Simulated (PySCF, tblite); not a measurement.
**C6H16OP2: geometry, infrared bands and NMR shifts**

Wanted: the infrared bands and NMR shifts of C6H16OP2 (`CC(C)[P@@](C)(=O)P(C)C`), by calculation.

Programs: tblite 0.8.0 and PySCF 2.14.0, with density-fitted response routines of our own. Each step states its level of theory. These are calculated values for one molecule in the gas phase, unless marked as measured. Atoms are numbered from 0 throughout.

### 1 The molecule as given

25 atoms, charge 0, multiplicity 1; geometry from: force field or distance geometry start.

Bonds of the start (Å): C0–C1 1.51, C1–C2 1.52, C1–P3 1.82, P3–C4 1.77, P3–O5 1.51, P3–P6 2.15, P6–C7 1.84, P6–C8 1.84, C0–H9 1.10, C0–H10 1.08, C0–H11 1.10, C1–H12 1.11, C2–H13 1.10, C2–H14 1.11, C2–H15 1.10, C4–H16 1.10, C4–H17 1.09, C4–H18 1.09, C7–H19 1.09, C7–H20 1.09, C7–H21 1.09, C8–H22 1.08, C8–H23 1.09, C8–H24 1.09.

### 2 Relaxing the molecule with GFN2-xTB

What the job is given:

```
{"job": {"kind": "relax", "xc": "GFN2-xTB", "basis": "xTB"}, "charge": 0, "multiplicity": 1}
C     -1.708800    -0.743000    -1.475600
C     -1.400500    -0.663000     0.005300
C     -2.652700    -0.335400     0.805200
P     -0.029200     0.454900     0.417300
C     -0.433600     2.037800    -0.267000
O      0.180200     0.538300     1.909100
P      1.774700    -0.245700    -0.508800
C      2.981600     0.911800     0.259400
C      2.095200    -1.738200     0.520100
H     -2.082500     0.221200    -1.845500
H     -0.834800    -1.013300    -2.057500
H     -2.494000    -1.493800    -1.669800
H     -1.080700    -1.665900     0.343600
H     -3.447900    -1.065500     0.606800
H     -3.043900     0.668400     0.537200
H     -2.459700    -0.327500     1.889200
H     -0.518100     1.991200    -1.359800
H      0.341900     2.766200    -0.031900
H     -1.379800     2.413100     0.133600
H      4.003900     0.607200     0.018700
H      2.877500     0.945000     1.348400
H      2.823000     1.922600    -0.127300
H      1.351100    -2.499600     0.321600
H      2.048100    -1.517100     1.587800
H      3.078000    -2.145400     0.295800
```

Run with:

```sh
> OMP_NUM_THREADS=1 python probes_run.py task.json out
```

One launch serves the whole session: the jobs run in the order shown.

**Question.** This job is followed by: GFN2-xTB harmonic vibrations, gas phase; GIAO PBE0/pcSseg-1 NMR shielding, non-relativistic, gas phase. Predict these results of the whole session: strongest single infrared mode (GFN2-xTB); zero-point energy (GFN2-xTB); 13C shifts against TMS (PBE0/pcSseg-1, means over atoms taken as alike); 1H shifts against TMS (PBE0/pcSseg-1, means over atoms taken as alike); 31P shifts against H3PO4 (PBE0/pcSseg-1); 17O shifts against H2O (PBE0/pcSseg-1); surface potential, 1st and 99th percentile.

The runs gave:

| quantity | value |
| --- | --- |
| strongest single infrared mode (GFN2-xTB) | 1218 cm⁻¹, 195 km/mol |
| zero-point energy (GFN2-xTB) | 131.1 kcal/mol |
| 13C shifts against TMS (PBE0/pcSseg-1, means over atoms taken as alike) | 34.2, 17.8, 15.6, 11.6, 7.7 ppm |
| 1H shifts against TMS (PBE0/pcSseg-1, means over atoms taken as alike) | 1.71, 1.33, 1.22, 1.16, 1.01 ppm |
| 31P shifts against H3PO4 (PBE0/pcSseg-1) | 40.9, -97.9 ppm |
| 17O shifts against H2O (PBE0/pcSseg-1) | 85.9 ppm |
| surface potential, 1st and 99th percentile | -2.22 V and 0.93 V |

In words: The optimisation took 62 steps and gained 0.314 eV; among the close pairs (by a distance rule), P3–P6 changed most, from 2.145 to 2.225 Å. No mode is imaginary among the 69: a minimum at this level. The strongest single mode, at 1218 cm⁻¹, moves mainly O5 and P3. GFN2-xTB is a fitted tight-binding method: band positions and strengths are rough. Its intensities can rank the bands wrongly. At PBE0/pcSseg-1: The largest span, 245 ppm, is at P3, where the paramagnetic term is -691 ppm.
